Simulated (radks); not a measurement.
**H⁻ held by a Watson sphere**

An exercise on one series of results from a longer session: the logs are not shown, and one member is left open.

The numbers are computed with radks (a radial shooting solver on a logarithmic mesh, Libxc functionals) version 1 (non-relativistic Kohn-Sham, LB94 model potential, spin-polarised, spherical densities, point nucleus), except any that are marked as measured or tabulated.

### The system

- element: hydrogen (Z = 1)
- charge: -1
- electrons: 2
- configuration: [He]

Outer shells as boxes (Hund's rule):

H⁻
```
1s [↑↓]
```

LB94 adds a gradient term to the LDA potential that gives it a −1/r tail. It is a model potential with no energy functional, so Etot and Exc are not given.

Set-up of the first run:

The run's settings:

```text
Z 1
configuration [He]
relativity non-relativistic
functional lda,pw
model_potential LB94
spin polarised
nucleus point
watson charge 1 radius 2.54 bohr
response adiabatic LDA kernel
```

Among the steps run: R = 2.54 bohr; R = 2.7 bohr; R = 3.09 bohr; R = 3.28 bohr.

One table of the session follows, with a row left open; its other results are not shown here.

| R (bohr) | highest level (eV) | its <r> (bohr) | sum of <r²> (bohr²) | α (bohr³) |
| --- | --- | --- | --- | --- |
| 2.54 | -9.421 | 1.939 | 10.05 | 20.49 |
| 2.7 | -9.087 | 1.974 | 10.45 | 22.34 |
| 3.09 | ? | ? | ? | ? |
| 3.28 | -8.056 | 2.078 | 11.77 | 29.24 |

Estimate the missing values for R (bohr) = 3.09.

Worked estimate for «highest level (eV)». A straight line through the neighbours (2.7, -9.087) and (3.28, -8.056) gives -9.087 + (-8.056 + 9.087) × (3.09 − 2.7) / (3.28 − 2.7) = -8.394; a parabola fitted to 3 rows on both sides gives -8.363.

The run gave: highest level (eV): -8.367; its <r> (bohr): 2.048; sum of <r²> (bohr²): 11.36; α (bohr³): 26.96. In «highest level (eV)» the line misses by -0.027 and the parabola by +0.004.

In words: From R = 2.54 to 3.28 bohr the top level moves from -9.421 to -8.056 eV and its mean radius from 1.94 to 2.08 bohr. A wider sphere makes a shallower well, so the ion swells. Response by self-consistent Sternheimer equations with the Hartree and adiabatic LDA kernel.
